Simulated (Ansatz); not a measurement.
# Na2TeBr6: the cost of one run

Method: reference: DFT PBE, plane waves, PAW, scalar-relativistic, no spin polarisation, in Ansatz 0.2.0.

## Step 1: The system as given

It takes space group Fm-3m (No. 225, cubic). Conventional cell: a = 10.419 Å, b = 10.419 Å, c = 10.419 Å, α = 90.00°, β = 90.00°, γ = 90.00°. Na (site symmetry -43m) is surrounded by 12 Br at 3.68 Å. Te (site symmetry m-3m) is surrounded by 6 Br at 2.57 Å. Around Br (site symmetry 4mm) lie 1 Te at 2.57 Å and 4 Br at 3.64 Å and 4 Na at 3.68 Å.

Structure file:

```cif
data_structure
_symmetry_space_group_name_H-M 'Fm-3m'
_symmetry_Int_Tables_number 225
_cell_length_a 10.4191
_cell_length_b 10.4191
_cell_length_c 10.4191
_cell_angle_alpha 90.000
_cell_angle_beta 90.000
_cell_angle_gamma 90.000
_cell_volume 1131.07
loop_
_atom_site_label
_atom_site_type_symbol
_atom_site_symmetry_multiplicity
_atom_site_Wyckoff_symbol
_atom_site_fract_x
_atom_site_fract_y
_atom_site_fract_z
_atom_site_occupancy
Na1 Na 8 c 0.25000 0.75000 0.75000 1
Te1 Te 4 a 0.00000 0.00000 0.00000 1
Br1 Br 24 e 0.24680 0.00000 0.00000 1
```

## Step 2: Baseline

File input.yaml:

```yaml
crystal:
  lattice:
    - [0.0, 5.209538, 5.209538]
    - [5.209538, 0.0, 5.209538]
    - [5.209538, 5.209538, 0.0]
  atoms:
    - { symbol: Na, position: [0.25, 0.25, 0.25] }
    - { symbol: Na, position: [0.75, 0.75, 0.75] }
    - { symbol: Te, position: [0.0, 0.0, 0.0] }
    - { symbol: Br, position: [0.7532, 0.2468, 0.2468] }
    - { symbol: Br, position: [0.2468, 0.7532, 0.2468] }
    - { symbol: Br, position: [0.2468, 0.7532, 0.7532] }
    - { symbol: Br, position: [0.7532, 0.2468, 0.7532] }
    - { symbol: Br, position: [0.2468, 0.2468, 0.7532] }
    - { symbol: Br, position: [0.7532, 0.7532, 0.2468] }
  symmetry: { tolerance: 0.0003 }
kpoints:
  mp_grid: { grid: [3, 3, 3], shift: [0, 0, 0] }
magnetization:
  spin_polarized: false
scf:
  occupations: { method: fermi_dirac, width: 0.0274 }
hamiltonian:
  pseudopotentials: { kind: paw }
  xc: pbe
basis:
  ecutwfc: 420
output:
  forces: true
  stress: true
  eigenvalues: true
```

Started as:

```console
> ansatz run input.yaml --threads 1 --pin off --max-ram 2560MiB --backend cpu --events-out ev --progress --plain --runs-dir out
```

What time and memory should one allow on 1 thread of Arm Neoverse V2, shared host?

About 3.8 s, with a peak of 0.47 GiB.
